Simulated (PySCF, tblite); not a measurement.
# C6H3ClF radical: geometry, infrared bands and EPR parameters

Aim: predict the infrared bands and EPR parameters of C6H3ClF radical (`Fc1c[c]cc(Cl)c1`).

Computed with tblite 0.8.0 and PySCF 2.14.0, with density-fitted response routines of our own, on a single molecule in the gas phase. Atoms are numbered from 0 throughout.

### 1 Starting geometry

11 atoms, charge 0, multiplicity 2; geometry from: force field or distance geometry start.

Bonds of the start (Å): F0–C1 1.35, C1–C2 1.41, C2–C3 1.38, C3–C4 1.38, C4–C5 1.38, C5–Cl6 1.76, C5–C7 1.37, C7–C1 1.39, C2–H8 1.08, C4–H9 1.07, C7–H10 1.07.

### 2 Optimising the geometry with GFN2-xTB

What the job is given:

```
{"job": {"kind": "relax", "xc": "GFN2-xTB", "basis": "xTB"}, "charge": 0, "multiplicity": 2}
F     -2.408500     1.133500    -0.104500
C     -1.237000     0.455900    -0.064300
C     -1.226100    -0.949400    -0.061400
C     -0.046000    -1.660200    -0.024300
C      1.143200    -0.954800     0.050900
C      1.180700     0.425600     0.052700
Cl     2.726200     1.260100     0.127600
C     -0.012200     1.102200     0.009600
H     -2.160000    -1.483800    -0.109800
H      2.064300    -1.503000     0.086100
H     -0.019200     2.176600     0.011500
```

Command:

```bash
> OMP_NUM_THREADS=1 python probes_run.py task.json out
```

The driver reads the jobs from task.json and runs them one after another.

**Question.** This job is followed by: GFN2-xTB harmonic vibrations, gas phase; UKS B3LYP, pcH-1 on C Cl F H, non-relativistic, mean-field spin-orbit, GIAO. Predict these results of the whole session: strongest single infrared mode (GFN2-xTB); zero-point energy (GFN2-xTB); g(iso) (B3LYP); ⟨S²⟩; largest a(iso); surface potential, 1st and 99th percentile.

As calculated:

| quantity | value |
| --- | --- |
| strongest single infrared mode (GFN2-xTB) | 1432 cm⁻¹, 139 km/mol |
| zero-point energy (GFN2-xTB) | 42.1 kcal/mol |
| g(iso) (B3LYP) | 2.00258 |
| ⟨S²⟩ | 0.757 (exact 0.75) |
| largest a(iso) | 13C on C3, 418.5 MHz |
| surface potential, 1st and 99th percentile | -0.51 V and 1.22 V |

Relaxing lowered the energy by 0.212 eV in 15 steps; the close pair that moved most is C5–Cl6, from 1.758 to 1.725 Å. All 27 modes are real, so the xTB geometry is a minimum. The strongest single mode, at 1432 cm⁻¹, is carried by C1, C7, C3. Unscaled tight-binding wavenumbers are off by several per cent, some by more. Its intensities can rank the bands wrongly. C3 carries the largest spin population, 1.00 e. The isotropic g lies 0.3 ppt above the free-electron value.
